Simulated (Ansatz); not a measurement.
Predict the output of the script below (Ansatz's Python interface).

Script `ch7bssi.py`:
```python
"""Energy of CH7BSSi as one group turns about a bond."""

import warnings

import ansatz as az
from ase import Atoms


def main() -> None:
    warnings.simplefilter("ignore", az.DeckWarning)

    atoms = Atoms(["B", "C", "Si", "S", "H", "H", "H", "H", "H", "H", "H"], positions=[
        (-1.0196, 1.4917, 0.0433),
        (-0.6253, 0.0972, -0.4732),
        (0.9848, -0.356, 0.2835),
        (1.682, -2.292, -0.3942),
        (-1.2271, 2.4058, -0.7619),
        (-1.2603, 1.7459, 1.18),
        (-0.4906, 0.1106, -1.573),
        (-1.3489, -0.6308, -0.1878),
        (0.8893, -0.3606, 1.8041),
        (2.0393, 0.6297, -0.0678),
        (0.4418, -2.8986, 0.1677),
    ])

    # start the scan from a relaxed geometry
    first = (
        az.Crystal.molecule_from_ase(atoms).calculation()
        .basis(gaussian="def2-SVP")
        .functional("b3lyp", dispersion="d3bj")
        .relax(force_tolerance=0.02, max_steps=80)
    )
    atoms.positions = first.run(threads=1, backend="cpu").report["positions_ang"]

    start = atoms.get_dihedral(2, 1, 0, 4)
    energies = {}
    for turn in range(0, 360, 40):
        turned = atoms.copy()
        turned.set_dihedral(2, 1, 0, 4, start + turn, indices=[0, 4, 5])
        calc = (
            az.Crystal.molecule_from_ase(turned).calculation()
            .basis(gaussian="def2-SVP")
            .functional("b3lyp", dispersion="d3bj")
        )
        energies[round((start + turn) % 360)] = calc.run(threads=1, backend="cpu").report["free_energy_ev"]
    floor = min(energies.values())
    print("dihedral Si2-C1-B0-H4 (deg)   E - E(min) (kJ/mol)")
    for angle, e in sorted(energies.items()):
        print(f"{angle:8d} {96.485332 * (e - floor):14.3f}  " + "#" * int(30 * (e - floor) / max(max(energies.values()) - floor, 1e-9)))


if __name__ == "__main__":
    main()
```

```console
$ python ch7bssi.py
dihedral Si2-C1-B0-H4 (deg)   E - E(min) (kJ/mol)
      11         28.335  #############################
      51         11.399  ############
      91          0.000
     131         11.653  ############
     171         28.394  ##############################
     211         21.740  ######################
     251          4.219  ####
     291          4.409  ####
     331         21.812  #######################
```

Reading the output:
- These settings explore the input space; basis and method may be short of convergence.
- The scan is rigid and the energies are electronic, in a modest basis. With rigid groups the curve can differ much from the relaxed path, the start wasn't checked as a minimum of this torsion, and equivalent turns needn't return to the same energy.
- b3lyp holds the VWN-RPA fit, as in Gaussian; the form of ORCA and Turbomole is b3lyp5.
- Run time: 64 s on 1 thread of Arm Neoverse V2, with other jobs on the host, peak memory 0.28 GiB.
